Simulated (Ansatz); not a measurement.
**CoCl3 (ReO3 type): other levels of theory at one geometry**

Aim: keep the cell of CoCl3 (ReO3 type) fixed and change the level of theory, to see how the gap, the moments and the pressure move. The cell was built by placing the elements on the sites of a structure type; the runs don't test whether it is the stable form.

Computed with Ansatz 0.2.0 (DFT at several levels, plane waves, PAW, unless a step's input says otherwise).

1 further run of the same task is left out (it didn't finish). Runs told in other sessions of the task aren't counted.

### Step 1. The starting structure

Symmetry: Pm-3m, No. 221, cubic system. The conventional cell has a = 4.779 Å, b = 4.779 Å, c = 4.779 Å, α = 90.00°, β = 90.00°, γ = 90.00°. Around Co (site symmetry m-3m) lie 6 Cl at 2.39 Å. Around Cl (site symmetry 4/mmm) lie 2 Co at 2.39 Å.

Structure file:

```
CELL_PARAMETERS angstrom
4.77900 0.00000 0.00000
0.00000 4.77900 0.00000
0.00000 0.00000 4.77900
ATOMIC_POSITIONS crystal
Co 0.00000 0.00000 0.00000
Cl 0.50000 0.00000 0.00000
Cl 0.00000 0.00000 0.50000
Cl 0.00000 0.50000 0.00000
```

An earlier run at PBE+U (U_eff = 3.3 eV on Co 3d) left this cell at 27.287 Å³/atom and -0.03 GPa (6×6×6 mesh), a metal on this mesh, spin moments in the atoms' spheres Co 2.44; Cl -0.10 μB.

Levels to run: PBE+U with U = 2 eV on Co 3d; PBE+U with U = 7 eV on Co 3d. Hardware: 2 threads of Arm Neoverse V2, shared host.

### Step 2. PBE+U with U = 2 eV on Co 3d

File input.yaml:

```yaml
crystal:
  lattice:
    - [4.7790041477, 0.0, 0.0]
    - [0.0, 4.7790041477, 0.0]
    - [0.0, 0.0, 4.7790041477]
  atoms:
    - { symbol: Co, position: [0.0, 0.0, 0.0], spin: 2.68 }
    - { symbol: Cl, position: [0.5, 0.0, 0.0] }
    - { symbol: Cl, position: [0.0, 0.0, 0.5] }
    - { symbol: Cl, position: [0.0, 0.5, 0.0] }
basis:
  ecutwfc: 420
  ecutrho_ratio: 4
kpoints:
  mp_grid: { grid: [6, 6, 6] }
hamiltonian:
  xc: pbe
  hubbard: { sites: [{ species: Co, l: d, u_eff: 2.0 }] }
scf:
  occupations: { method: gaussian, width: 0.05 }
  lower_state_search: "off"
output:
  forces: true
  stress: true
  eigenvalues: true
  populations: true
  hubbard: { sites: [{ species: Co, l: d }] }
  dos: { projected: true, de: 0.02 }
magnetization:
  spin_polarized: true
checkpoint:
  read: start.run
  write: ck
  compress: false
  write_wavefunctions: false
  write_every: 100000
```

start.run holds the state of a PBE+U run on this cell.

Started as:

```
> ansatz run input.yaml --threads 2 --pin off --max-ram 2662MiB --backend cpu --events-out ev --progress --plain --runs-dir out
```

Standard output:

```text
Warning: checkpoint.read: the saved state's DFT+U term is not this run's: site 0 `u_ev`: saved 3.3, current 2. As far as this difference goes, the run starts from the state. It converges under its own deck, and can end on the saved state's solution where another lies lower in energy: compare its result with that of a run that reads no state
Warning: RAYON_NUM_THREADS=2 ignored (pool sized by the plan → 2); use --threads N
Co: projections on atomic orbitals take those of the free atom [Ne] 3s2 3p6 3d7 4s2, of charge +0.00 (hamiltonian.pseudopotentials.projection_atoms); the dataset's partial waves leave at most 1.4e-6 of an orbital's norm unspanned inside its sphere
Cl: projections on atomic orbitals take those of the free atom [Ne] 3s2 3p5, of charge +0.00 (hamiltonian.pseudopotentials.projection_atoms); the dataset's partial waves leave at most 2.1e-7 of an orbital's norm unspanned inside its sphere
Engine: ansatz 0.2.0, aarch64-unknown-linux-gnu
Pseudopotentials: kind: paw
Pseudopotential: Co, paw, valence charge 17, recommended cutoff 420 eV (normal), Co.paw.azcp
Pseudopotential: Cl, paw, valence charge 7, recommended cutoff 420 eV (normal), Cl.paw.azcp
Functional definition: PBE
  parameter kappa = 0.804
  parameter beta = 0.06672455060314922
  exchange = pbe_x(kappa = kappa, mu = beta*pi^2/3)
  correlation = pbe_c(beta = beta)
Crystal: 4 atoms, lattice volume = 109.147 Å³
Basis set: ecut = 420 eV, 2103 PW (Γ), exchange–correlation on 64×64×64 points (8 copies of the dense FFT grid, shifted against one another)
Bands: 25, of which v1, the nominal top of the filled ones, is band 19 counted from 1 (18 counted from 0)
Symmetry: 12 space group operations
k-points: 32 of 216
Non-local potential: Co, projectors of the file, l = 0: 3, l = 1: 2, l = 2: 3, l = 3: 1
Non-local potential: Cl, projectors of the file, l = 0: 2, l = 1: 2, l = 2: 2
PAW form: soft (Blöchl's): semilocal exchange-correlation on the pseudo side does not see the compensation charge
PAW one-centre angular grid: Co, 590 points (default); XC on 64 Gauss nodes
PAW one-centre angular grid: Cl, 110 points (default); XC on 64 Gauss nodes
Initial density: read from a saved state, or passed on in memory by an earlier SCF of this step, an earlier step, the calling program or the single point that the run made first
Starting moments: Σ|m| = 2.68 μB on 1 of 4 sites; this step starts from the density that it was given
Initial wavefunctions: pseudopotential atomic-orbital guess
Functional: x = pbe(κ = 0.804, μ = 0.2195149727645171), c = pbe(β = 0.06672455060314922)
iter 1 solved again at ethr=1.90e-5 eV; its pass at ethr=3.10e-3 eV (dr2=7.23e-3 eV) is discarded
SCF iter   1: F=—  HF=-8364.778286 eV  |F-HF|=—  |Δ(HF+E_count)|=         —  Δρ=5.59e-3 (↑3.36e-3 ↓5.59e-3)  dr2=8.01e-3  dr2_m=1.97e-2  M=2.182 μB ∫|m|=2.725 μB  β_m=0.30  ethr=1.90e-5  ⟨swp⟩=2.0  Hψ=10414  notcnv=0
preconditioner: auto → none  [metal: Δε(μ)=0.023 eV  Ē_g=10.627 eV  σ=0.050 eV  W_gap=0.26  n_scr=26 (ndim 8)  ℏωp=19.5 eV  f_vac=0.232  D(μ)=3.43/eV (n_scr^D=26)]
SCF iter   2: F=—  HF=-8364.780961 eV  |F-HF|=—  |Δ(HF+E_count)|=   2.67e-3  Δρ=4.57e-3 (↑4.57e-3 ↓2.29e-3)  dr2=3.71e-3  dr2_m=1.14e-2  M=2.195 μB ∫|m|=2.715 μB  β_m=0.44  ethr=1.90e-5  ⟨swp⟩=2.1  Hψ=2662  notcnv=0
SCF iter   3: F=—  HF=-8364.784873 eV  |F-HF|=—  |Δ(HF+E_count)|=   3.91e-3  Δρ=4.43e-3 (↑8.05e-4 ↓4.43e-3)  dr2=1.34e-2  dr2_m=6.62e-3  M=2.207 μB ∫|m|=2.675 μB  β_m=0.29  ethr=9.75e-6  ⟨swp⟩=2.0  Hψ=3165  notcnv=0
SCF iter   4: F=—  HF=-8364.785218 eV  |F-HF|=—  |Δ(HF+E_count)|=   3.45e-4  Δρ=1.44e-3 (↑1.44e-3 ↓1.19e-3)  dr2=6.22e-5  dr2_m=1.71e-3  M=2.243 μB ∫|m|=2.649 μB  β_m=0.62  ethr=9.75e-6  ⟨swp⟩=2.0  Hψ=2764  notcnv=0  defer=4
SCF iter   5: F=—  HF=-8364.786812 eV  |F-HF|=—  |Δ(HF+E_count)|=   1.59e-3  Δρ=7.54e-4 (↑7.54e-4 ↓7.49e-4)  dr2=3.61e-6  dr2_m=5.62e-4  M=2.321 μB ∫|m|=2.607 μB  β_m=0.81  ethr=1.64e-7  ⟨swp⟩=2.4  Hψ=3090  notcnv=0  defer=4
SCF iter   6: F=—  HF=-8364.786913 eV  |F-HF|=—  |Δ(HF+E_count)|=   1.02e-4  Δρ=7.63e-4 (↑7.59e-4 ↓7.63e-4)  dr2=6.23e-6  dr2_m=5.76e-4  M=2.329 μB ∫|m|=2.607 μB  β_m=0.81  ethr=9.51e-9  ⟨swp⟩=2.0  Hψ=2774  notcnv=0  defer=4
SCF iter   7: F=—  HF=-8364.787564 eV  |F-HF|=—  |Δ(HF+E_count)|=   6.51e-4  Δρ=8.74e-4 (↑8.74e-4 ↓7.78e-4)  dr2=2.37e-5  dr2_m=6.80e-4  M=2.377 μB ∫|m|=2.606 μB  β_m=0.72  ethr=9.51e-9  ⟨swp⟩=3.2  Hψ=3508  notcnv=0  defer=4
SCF iter   8: F=—  HF=-8364.785368 eV  |F-HF|=—  |Δ(HF+E_count)|=   2.20e-3  Δρ=8.07e-4 (↑8.07e-4 ↓7.74e-4)  dr2=2.30e-5  dr2_m=6.20e-4  M=2.225 μB ∫|m|=2.647 μB  β_m=0.10  ethr=9.51e-9  ⟨swp⟩=4.4  Hψ=4430  notcnv=0  defer=4
SCF iter   9: F=—  HF=-8364.786917 eV  |F-HF|=—  |Δ(HF+E_count)|=   1.55e-3  Δρ=1.03e-3 (↑8.40e-4 ↓1.03e-3)  dr2=5.93e-4  dr2_m=6.98e-4  M=2.328 μB ∫|m|=2.603 μB  β_m=0.12  ethr=9.51e-9  ⟨swp⟩=3.6  Hψ=4262  notcnv=0  defer=4
[... 1 line left out ...]
SCF iter  11: F=—  HF=-8364.791440 eV  |F-HF|=—  |Δ(HF+E_count)|=   1.37e-3  Δρ=1.18e-4 (↑1.18e-4 ↓9.94e-5)  dr2=8.61e-6  dr2_m=8.90e-6  M=2.583 μB ∫|m|=2.726 μB  β_m=0.53  ethr=9.51e-9  ⟨swp⟩=4.3  Hψ=4630  notcnv=0  defer=4
SCF iter  12: F=—  HF=-8364.791428 eV  |F-HF|=—  |Δ(HF+E_count)|=   1.23e-5  Δρ=1.28e-4 (↑1.28e-4 ↓1.24e-4)  dr2=6.08e-7  dr2_m=1.56e-5  M=2.590 μB ∫|m|=2.733 μB  β_m=0.68  ethr=9.51e-9  ⟨swp⟩=3.3  Hψ=3172  notcnv=0  defer=4
SCF iter  13: F=—  HF=-8364.791413 eV  |F-HF|=—  |Δ(HF+E_count)|=   1.47e-5  Δρ=1.77e-4 (↑1.77e-4 ↓1.75e-4)  dr2=2.65e-6  dr2_m=3.02e-5  M=2.579 μB ∫|m|=2.723 μB  β_m=0.61  ethr=1.60e-9  ⟨swp⟩=3.0  Hψ=3707  notcnv=0  defer=4
SCF iter  14: F=—  HF=-8364.791447 eV  |F-HF|=—  |Δ(HF+E_count)|=   3.35e-5  Δρ=6.28e-5 (↑5.51e-5 ↓6.28e-5)  dr2=1.15e-6  dr2_m=3.15e-6  M=2.587 μB ∫|m|=2.731 μB  β_m=0.51  ethr=1.60e-9  ⟨swp⟩=3.0  Hψ=3479  notcnv=0  defer=4
SCF iter  15: F=—  HF=-8364.791450 eV  |F-HF|=—  |Δ(HF+E_count)|=   3.65e-6  Δρ=1.64e-5 (↑1.64e-5 ↓1.56e-5)  dr2=6.58e-9  dr2_m=2.54e-7  M=2.586 μB ∫|m|=2.729 μB  β_m=0.60  ethr=2.63e-10  ⟨swp⟩=5.9  Hψ=8068  notcnv=0
iter 16 did not close the SCF: its close was put off for a magnetic moment that had not settled (scf_convergence_deferred on its scf_iter line)
SCF iter  16: F=-8364.791451 eV  HF=-8364.791451 eV  |F-HF|=7.44e-8  |Δ(HF+E_count)|=   2.42e-7  Δρ=9.94e-6 (↑9.93e-6 ↓9.94e-6)  dr2=3.30e-9  dr2_m=9.79e-8  M=2.585 μB ∫|m|=2.729 μB  β_m=0.80  ethr=1.73e-11  ⟨swp⟩=4.2  Hψ=5306  notcnv=0
iter 17 did not close the SCF: its close was put off for a magnetic moment that had not settled (scf_convergence_deferred on its scf_iter line)
SCF iter  17: F=-8364.791451 eV  HF=-8364.791451 eV  |F-HF|=3.50e-8  |Δ(HF+E_count)|=   6.53e-8  Δρ=6.92e-6 (↑6.88e-6 ↓6.92e-6)  dr2=1.71e-9  dr2_m=4.70e-8  M=2.585 μB ∫|m|=2.729 μB  β_m=0.76  ethr=8.70e-12  ⟨swp⟩=1.0  Hψ=4337  notcnv=0
SCF iter  18: F=-8364.791451 eV  HF=-8364.791451 eV  |F-HF|=2.78e-9  |Δ(HF+E_count)|=   5.43e-8  Δρ=1.95e-6 (↑1.95e-6 ↓1.83e-6)  dr2=3.31e-11  dr2_m=3.58e-9  M=2.585 μB ∫|m|=2.729 μB  ethr=4.49e-12  ⟨swp⟩=1.7  Hψ=5274  notcnv=0
SCF 1 converged in 18 iterations: F = -8364.791451 eV  dr2 = 3.31e-11
SCF converged after 18 iterations
Magnetization: 2.5853 μB (20.2927 up, 17.7073 down)
Absolute magnetization: 2.7246 μB (∫|ρ↑−ρ↓|, with the PAW one-centre terms)
Spin contamination: 0.1738 ħ² per cell (⟨S²⟩ above its minimum at these occupations)
Per-site moments (μB) at R_I (Å): [(2.303923206429969, 0.9856696054631252), (0.04865342865454951, 0.9856696054631252), (0.0486534286545496, 0.9856696054631252), (0.0486534286545498, 0.9856696054631252)]
Free energy (F): -8364.791451 eV
Harris-Foulkes:  -8364.791451 eV  (|F-HF|=2.78e-9)
Internal energy: -8364.787289 eV  (E = F + TS)
E sigma→0 (E₀):  -8364.789370 eV
Entropy (-TS):   -0.004162 eV (-1.040 meV/atom)
Fermi energy:    1.090554 eV
--- Per-component energies (eV) ---
  E_band       = -632.464382
  E_kinetic    = 921.602571
  E_local      = -6228.816630  (includes V_loc(G=0)·N_el)
  E_nonlocal   = 546.583114
  E_hartree    = 2587.349250
  E_xc         = -473.676417
  E_vxc        = -562.192711  (∫ρ·V_xc dr)
  E_hubbard    = 0.603565  (on-site DFT+U / exact-exchange correction)
  E_vhub       = -6.122754  (the Hubbard potential's part of the band-sum identity)
  E_paw        = -3493.527554  (= ΣΔE_a)
  E_vpaw       = -478.216518  (= ΣTr[D̂ρ^β])
  E_aug_tail   = 0.000360  (compensation charges beyond the density's cutoff)
  E_ewald      = -2224.905547
  E_smearing   = -0.004162  (= −TS)
  E_closure    = -0.000000  (closes the sum)
  Σ components = -8364.791451   (vs F -8364.791451, Δ=0.00e0)
--- Forces (eV/Å), atoms counted from 1 ---
  atom   1  Co    -0.00000000     0.00000000    -0.00000000
  atom   2  Cl     0.00000000    -0.00000000     0.00000000
  atom   3  Cl     0.00000000     0.00000000     0.00000000
  atom   4  Cl     0.00000000    -0.00000000    -0.00000000
  max |Σ_I F_I| component: 5.13e-30 eV/Å
--- Stress (GPa, compression-positive) ---
       -1.003066      -0.129667       0.129667
       -0.129667      -1.003066       0.129667
        0.129667       0.129667      -1.003066
  P = ⅓ Tr σ = -1.0031 GPa (-10.031 kbar)
--- Band table (eV; the first three rows and the last of 64) ---
  k-point 0 ↑: bands = ["-95.4572", "-59.0462", "-58.5388", "-58.5388", "-13.2659", "-12.2315", "-12.2315", "-3.0351", "-2.4433", "-2.4172", "-2.4172", "-2.2797", "-2.2797", "-1.8411", "-1.8411", "0.3006", "0.3006", "0.3378", "0.5276", "0.5643", "0.5643", "4.6547", "7.8620", "10.9369", "10.9390"]
  k-point 1 ↑: bands = ["-95.4572", "-59.0462", "-58.5388", "-58.5388", "-13.2037", "-12.2730", "-12.2292", "-3.1924", "-3.0714", "-2.3978", "-2.3697", "-2.2686", "-1.9346", "-1.8792", "-1.4719", "0.2623", "0.2981", "0.3466", "0.3651", "0.5190", "0.5485", "5.1923", "8.1786", "10.9325", "11.0830"]
  k-point 2 ↑: bands = ["-95.4572", "-59.0462", "-58.5388", "-58.5388", "-13.0531", "-12.3819", "-12.2246", "-3.8281", "-3.1310", "-2.3650", "-2.2359", "-2.2180", "-1.9772", "-1.9612", "-0.8897", "-0.0021", "0.1729", "0.2865", "0.3885", "0.4773", "0.5076", "6.5327", "8.9787", "10.6783", "11.3499"]
  k-point 31 ↓: bands = ["-92.6623", "-56.1129", "-55.9001", "-55.9001", "-12.3701", "-12.3674", "-12.3674", "-4.5160", "-2.1945", "-2.1945", "-1.6890", "-1.6890", "-1.5095", "0.7577", "0.7577", "1.2730", "1.2730", "1.2742", "2.7322", "4.3548", "4.3548", "8.7079", "8.8573", "8.8754", "8.8754"]
Occupation matrices written to <dir>
--- Löwdin populations: 4 sites ---
  site symbol       q [e]    m [muB]
     0     Co     15.8763     2.3486
     1     Cl      7.3251     0.0740
     2     Cl      7.3251     0.0740
     3     Cl      7.3251     0.0740
  spilling = 0.003900 (of n_electrons = 38.000000)
--- Occupation matrices: 1 shell (run DFT+U table (all-electron-ortho-atomic); ε = 2.54e-4) ---
  Co0 d_3D: site group Oh (m-3m)
  Co0 d_3D up     Tr n = 4.8297  λ = 0.918 0.918 0.998 0.998 0.999  [2× z2 0.50 (Eg 1.00) Eg(1.00) | 2× xz 0.33 (T2g 1.00) T2g(1.00) | xz 0.33 (T2g 1.00) T2g(1.00)]
  Co0 d_3D dn     Tr n = 2.5002  λ = 0.120 0.200 0.200 0.990 0.990  [xz 0.33 (T2g 1.00) T2g(1.00) | 2× z2 0.47 (Eg 0.93) Eg(0.93) | 2× xz 0.31 (T2g 0.93) T2g(0.93)]
  Tr n, λ and their labels are of the run-group-symmetrised matrices; stabiliser: 12 of 96 elements of G0×{1,Θ} (closed), max defect 2.8e-15 at τ = 5.4e-5
```

It took 13 s on 2 threads of Arm Neoverse V2, shared host; peak memory 0.48 GiB.

In short: volume 27.287 Å³/atom, pressure -1.00 GPa, metallic, spin moments in the atoms' spheres Co 2.30 μB.

The density of states, summed over windows 1 eV wide (Fermi level at zero):

| from | to | up | down | Cl 3p | Co 3d | Co 4s |
| --- | --- | --- | --- | --- | --- | --- |
| -7 | -6 | 0.00 | 0.00 | 0.00 | 0.00 | 0.00 |
| -6 | -5 | 0.54 | 0.08 | 0.35 | 0.17 | 0.08 |
| -5 | -4 | 2.62 | 0.70 | 1.31 | 1.82 | 0.13 |
| -4 | -3 | 2.70 | 2.13 | 2.65 | 2.09 | 0.03 |
| -3 | -2 | 0.80 | 1.89 | 1.51 | 1.12 | 0.01 |
| -2 | -1 | 2.81 | 1.34 | 3.11 | 0.95 | 0.03 |
| -1 | 0 | 3.72 | 4.47 | 7.01 | 1.12 | 0.01 |
| 0 | 1 | 0.82 | 0.39 | 1.03 | 0.16 | 0.00 |
| 1 | 2 | 0.00 | 2.05 | 0.23 | 1.75 | 0.02 |
| 2 | 3 | 0.00 | 0.83 | 0.20 | 0.58 | 0.01 |
| 3 | 4 | 0.00 | 0.12 | 0.04 | 0.08 | 0.00 |
| 4 | 5 | 0.08 | 0.02 | 0.01 | 0.00 | 0.05 |
| 5 | 6 | 0.19 | 0.12 | 0.04 | 0.00 | 0.15 |

The projection uses the shells of the potentials' files: it has no valence p orbitals on Co, so such weight is missing from the shares.

The shells' filling, with natural orbitals sorted by occupation:

```
         shell  channel  electrons  over 0.8  0.2 to 0.8  under 0.2
Co 3d (atom 1)       up       4.83         5           0          0
Co 3d (atom 1)     down       2.50         2           2          1
```

[end of part 1 of 2]
